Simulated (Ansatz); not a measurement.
# Br: the cost of one run

Computed with Ansatz 0.2.0 (DFT PBEsol, scalar-relativistic, plane waves, PAW, unless a step's input says otherwise).

## Step 1: The system as given

Symmetry: P3_121, No. 152, trigonal system. Conventional cell: a = 4.621 Å, b = 4.621 Å, c = 5.242 Å, α = 90.00°, β = 90.00°, γ = 120.00°. Br (site symmetry 2) has 2 Br at 2.51 Å as nearest neighbours.

Structure file:

```xyz
3
Lattice="4.6207 0.0000 0.0000 -2.3103 4.0016 0.0000 0.0000 0.0000 5.2423" Properties=species:S:1:pos:R:3 pbc="T T T"
Br    1.0415    0.0000    1.7474
Br   -0.5208    0.9020    3.4949
Br    1.7896    3.0997    0.0000
```

This is candidate A: trigonal selenium type (P3_121, No. 152).

(A quick probe on a coarse mesh, which set the mesh and smearing, is not shown.)

## Step 3: Coarse relaxation (candidate A)

The input, input.yaml:

```yaml
crystal:
  lattice:
    - [4.6206975968, 0.0, 0.0]
    - [-2.3103487985, 4.0016415021, 0.0]
    - [0.0, 0.0, 5.2423361008]
  atoms:
    - { symbol: Br, position: [0.2254, 0.0, 0.3333333333] }
    - { symbol: Br, position: [0.0, 0.2254, 0.6666666667] }
    - { symbol: Br, position: [0.7746, 0.7746, 0.0] }
basis:
  ecutwfc: 420
kpoints:
  mp_grid: { grid: [6, 6, 4] }
hamiltonian:
  xc: pbesol
scf:
  occupations: { method: gaussian, width: 0.1 }
  lower_state_search: "off"
output:
  forces: true
  stress: true
  eigenvalues: true
relax:
  adjacent_minimum: "off"
  f_tol: 0.04
  max_steps: 70
  cell: { stress_tol: 0.4 }
```

What time and memory should one allow on 1 thread of an x86-64 CPU, shared host?

About 24 s, with a peak of 0.41 GiB.
